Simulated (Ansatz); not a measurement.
# C₂H₆BrIn: one species, many methods

An exercise on one series of results from a longer session: the logs are not shown, and one member is left open.

Method: functionals in def2-TZVPP, the program's frozen cores in correlated methods; program: Ansatz 0.2.0, Gaussian basis.

The runs, in order: PBE-D4, r2SCAN-D4, PBE0-D4, B3LYP-D4, ωB97X-V, ωB97M-V, B2PLYP; CCSD(T)/def2-TZVPP; MP2/def2-QZVPP; extrapolation to the limit.

## The geometry

The geometry comes from an earlier relaxation with PBE0-D4 in a triple-zeta def2 set; it is a stationary point, not always the lowest conformer. In takes the def2 core potential; no spin-orbit term is included.

SMILES `[CH3][InH][CH2]Br`, 10 atoms, charge 0, spin multiplicity 1.

Atoms are counted from 1 here; the program's logs count them from 0.

Bond lengths: C1–In2 2.146 Å, C1–H5 1.090 Å, C1–H6 1.092 Å, C1–H7 1.091 Å, In2–C3 2.177 Å, In2–H8 1.721 Å, C3–Br4 1.978 Å, C3–H9 1.087 Å, C3–H10 1.087 Å. Angles: In2–C1–H5 111.6°, In2–C1–H6 109.6°, In2–C1–H7 109.5°, H5–C1–H6 108.6°, H5–C1–H7 109.3°, H6–C1–H7 108.2°, C1–In2–C3 115.8°, C1–In2–H8 128.0°, C3–In2–H8 116.1°, In2–C3–Br4 95.2°, In2–C3–H9 118.5°, In2–C3–H10 118.2°, Br4–C3–H9 105.6°, Br4–C3–H10 105.6°, H9–C3–H10 110.7°.

Coordinates:

```mol
C2H6BrIn
  3D, bonds by distance, orders not assigned

 10  9  0  0  0  0  0  0  0  0999 V2000
   -1.8002    0.4807    0.0460 C   0  0
   -0.1393   -0.8751    0.1408 In  0  0
    1.8313    0.0456    0.2252 C   0  0
    2.0361    0.2094   -1.7353 Br  0  0
   -2.6785    0.0085   -0.3932 H   0  0
   -2.0546    0.8199    1.0527 H   0  0
   -1.5242    1.3529   -0.5482 H   0  0
   -0.1683   -2.5932    0.0447 H   0  0
    2.6712   -0.5581    0.5579 H   0  0
    1.9095    1.0581    0.6125 H   0  0
  1  2  8  0
  2  3  8  0
  3  4  8  0
  1  5  8  0
  1  6  8  0
  1  7  8  0
  2  8  8  0
  3  9  8  0
  3 10  8  0
M  END
```

The first run:

in.yaml reads:

```yaml
crystal:
  periodic: [false, false, false]
  atoms:
    - {symbol: C, position_ang: [-1.800152, 0.480654, 0.045969]}
    - {symbol: In, position_ang: [-0.139263, -0.875071, 0.140817]}
    - {symbol: C, position_ang: [1.831300, 0.045648, 0.225232]}
    - {symbol: Br, position_ang: [2.036142, 0.209392, -1.735302]}
    - {symbol: H, position_ang: [-2.678511, 0.008506, -0.393241]}
    - {symbol: H, position_ang: [-2.054562, 0.819909, 1.052664]}
    - {symbol: H, position_ang: [-1.524210, 1.352925, -0.548224]}
    - {symbol: H, position_ang: [-0.168291, -2.593238, 0.044712]}
    - {symbol: H, position_ang: [2.671234, -0.558059, 0.557875]}
    - {symbol: H, position_ang: [1.909515, 1.058136, 0.612497]}
basis:
  gaussian: {orbitals: def2-TZVPP}
hamiltonian: {xc: pbe, dispersion: d4}
output: {forces: true, orbitals: {seedname: orbitals}}
```

On the command line:

```bash
$ ansatz run in.yaml --threads 4 --pin off --events-out ev --progress --plain --max-ram 10444MiB
```

Among the steps run: PBE-D4 (GGA); r2SCAN-D4 (meta-GGA); PBE0-D4 (hybrid); B3LYP-D4 (hybrid); ωB97X-V (range-separated); ωB97M-V (range-separated); B2PLYP (double hybrid); CCSD(T) in def2-TZVPP; MP2 in def2-QZVPP.

One of the session's tables, all rows but one given; the rest of the session is left out.

| method | atomisation energy (kcal/mol) |
| --- | --- |
| PBE-D4 | 751.0 |
| r2SCAN-D4 | 744.8 |
| PBE0-D4 | 743.4 |
| B3LYP-D4 | 737.3 |
| ωB97X-V | ? |
| ωB97M-V | 743.6 |
| B2PLYP | 731.1 |
| HF/def2-TZVPP | 542.5 |
| MP2/def2-TZVPP | 733.1 |
| CCSD/def2-TZVPP | 718.4 |
| CCSD(T)/def2-TZVPP | 729.5 |
| MP2/CBS | 751.1 |
| CCSD(T)/CBS | 747.5 |

Estimate the missing values for ωB97X-V.

**Answer.** atomisation energy (kcal/mol): 744.9. In the column «atomisation energy (kcal/mol)» it lies between r2SCAN-D4 (744.8) and CCSD(T)/CBS (747.5).

To keep in mind: Free atoms (2 C, 1 In, 1 Br, 6 H) were run apart at each level; the atomisation energy is their sum less the molecule, without zero-point or spin-orbit terms.
